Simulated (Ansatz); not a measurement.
# TiO2: how energies converge with the basis set

One table from this session's results is given with a row withheld; the runs are named, their logs left out.

Computed with Ansatz 0.2.0, Gaussian basis. Level: one geometry, several basis sets.

The runs, in order: PBE0-D4/def2-SVP; ωB97M-V/def2-SVP; PBE0-D4/def2-QZVPP; ωB97M-V/def2-QZVPP; the functionals' def2-TZVPP values are taken from earlier runs.

## Structure used throughout

An earlier PBE0-D4 in a triple-zeta def2 set relaxation fixed the geometry.

SMILES `[O]=[Ti]=[O]`, 3 atoms, charge 0, spin multiplicity 1.

Atoms are counted from 1 here; the program's logs count them from 0.

Bond lengths: O1–Ti2 1.628 Å, Ti2–O3 1.628 Å. Angles: O1–Ti2–O3 111.8°.

Coordinates:

```
O     0.9210    0.9288    0.4446
Ti    0.1350   -0.4920    0.3316
O    -1.0561   -0.4368   -0.7762
```

The first run:

File in.yaml:

```yaml
crystal:
  periodic: [false, false, false]
  atoms:
    - {symbol: O, position_ang: [0.921040, 0.928763, 0.444583]}
    - {symbol: Ti, position_ang: [0.135007, -0.491960, 0.331645]}
    - {symbol: O, position_ang: [-1.056057, -0.436813, -0.776228]}
basis:
  gaussian: {orbitals: def2-SVP}
hamiltonian: {xc: pbe0, dispersion: d4}
output: {orbitals: {seedname: orbitals}}
```

Launch:

```console
ansatz run in.yaml --threads 2 --pin off --events-out ev --progress --plain --max-ram 32768MiB --backend cpu
```

Steps of the session up to this table: PBE0-D4 in def2-SVP; ωB97M-V in def2-SVP; PBE0-D4 in def2-QZVPP; ωB97M-V in def2-QZVPP.

One table of the session follows, with a row left open; its other results are not shown here.

It belongs to the step «Functionals by basis». 

| functional | basis | HOMO (eV) | LUMO (eV) |
| --- | --- | --- | --- |
| PBE0-D4 | def2-SVP | -6.84 | -2.47 |
| PBE0-D4 | def2-TZVPP | -7.28 | -2.83 |
| PBE0-D4 | def2-QZVPP | ? | ? |
| ωB97M-V | def2-SVP | -9.18 | -1.20 |
| ωB97M-V | def2-TZVPP | -9.66 | -1.68 |
| ωB97M-V | def2-QZVPP | -9.68 | -1.73 |

Estimate the missing values for PBE0-D4, def2-QZVPP.

As computed: HOMO (eV): -7.30; LUMO (eV): -2.84. In the column «HOMO (eV)» it lies between ωB97M-V, def2-SVP (-9.18) and PBE0-D4, def2-TZVPP (-7.28).
